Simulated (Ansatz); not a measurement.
# NbTe in Ansatz: the effect of Hubbard term

The system is NbTe.

```
CELL_PARAMETERS angstrom
3.70297 0.00000 0.00000
-1.85149 3.20687 0.00000
0.00000 0.00000 3.69421
ATOMIC_POSITIONS crystal
Te 0.66667 0.33333 0.00000
Nb 0.00000 0.00000 0.50000
```

The cell comes from a database or a generator and needn't be the stable form of this composition.

Alike in all runs:

```yaml
Program: Ansatz 0.2.0
Task: projected density of states
Functional: PBEsol
Potentials_or_basis: Ansatz PAW
Cutoff: "420 eV (not typed: the program's choice for these potentials)"
k_mesh: 8 × 8 × 7
Occupations: fermi-dirac, width 0.05 eV
Spin: no spin polarisation
Hubbard_projectors: ortho-atomic (the default)
Double_counting: fll (the default)
```

One run gave: pressure 8.4 GPa. Which Hubbard term did it use?
A. Nb d U = 4 eV
B. Nb d U = 8 eV
C. Nb d U = 2 eV
D. Nb d U = 6 eV
E. Nb d U = 1 eV

B.

```tsv
Hubbard term	pressure (GPa)
none	-5.2
Nb d U = 1 eV	-5.1
Nb d U = 2 eV	-4.9
Nb d U = 3 eV	-4.7
Nb d U = 4 eV	-4.4
Nb d U = 5 eV	-4.0
Nb d U = 6 eV	-1.0
Nb d U = 8 eV	8.4
```

Caveats: the PAW data sets come from PBE, with cores solved anew for the run's functional, which leaves a small shift of forces and pressure; U without spin polarisation on a metal has little footing (some runs); the U is typed as a test and isn't derived for this compound (some runs).
